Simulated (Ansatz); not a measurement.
# NaHF2: the cost of one run

Method: DFT PBEsol, scalar-relativistic, plane waves, PAW, in Ansatz 0.2.0.

## (1) The starting structure

The structure is trigonal, space group R-3m (No. 166). The conventional cell has a = 3.457 Å, b = 3.457 Å, c = 13.917 Å, α = 90.00°, β = 90.00°, γ = 120.00°. Na (site symmetry -3m) has 6 F at 2.26 Å as nearest neighbours. H (site symmetry -3m) has 2 F at 1.25 Å as nearest neighbours. Around F (site symmetry 3m) lie 1 H at 1.25 Å.

As a file:

```cif
data_structure
_symmetry_space_group_name_H-M 'R-3m:H'
_symmetry_Int_Tables_number 166
_cell_length_a 3.4569
_cell_length_b 3.4569
_cell_length_c 13.9166
_cell_angle_alpha 90.000
_cell_angle_beta 90.000
_cell_angle_gamma 120.000
_cell_volume 144.02
loop_
_atom_site_label
_atom_site_type_symbol
_atom_site_symmetry_multiplicity
_atom_site_Wyckoff_symbol
_atom_site_fract_x
_atom_site_fract_y
_atom_site_fract_z
_atom_site_occupancy
Na1 Na 3 a 0.00000 0.00000 0.00000 1
H1 H 3 b 0.66667 0.33333 0.83333 1
F1 F 6 c 0.66667 0.33333 0.74333 1
```

This is candidate A: structure reported for this formula (R-3m, No. 166).

(A quick probe on a coarse mesh, which set the mesh and smearing, is not shown.)

## (3) Rough relaxation on the coarse mesh (candidate A)

input.yaml reads:

```yaml
crystal:
  lattice:
    - [1.7284452171, 0.9979183114, 4.6388706988]
    - [-1.7284452171, 0.9979183114, 4.6388706988]
    - [0.0, -1.9958366228, 4.6388706988]
  atoms:
    - { symbol: Na, position: [0.0, 0.0, 0.0] }
    - { symbol: H, position: [0.5, 0.5, 0.5] }
    - { symbol: F, position: [0.41, 0.41, 0.41] }
    - { symbol: F, position: [0.59, 0.59, 0.59] }
basis:
  ecutwfc: 420
kpoints:
  mp_grid: { grid: [6, 6, 6] }
hamiltonian:
  xc: pbesol
scf:
  occupations: { method: gaussian, width: 0.1 }
  lower_state_search: "off"
output:
  forces: true
  stress: true
  eigenvalues: true
relax:
  adjacent_minimum: "off"
  f_tol: 0.04
  max_steps: 70
  cell: { stress_tol: 0.4 }
```

Launch:

```
$ ansatz run input.yaml --threads 1 --pin off --max-ram 2560MiB --backend cpu --events-out ev --progress --plain --runs-dir out
```

What time and memory should one allow on 1 thread of Arm Neoverse V2, shared host?

About 8.6 s, with a peak of 0.3 GiB.
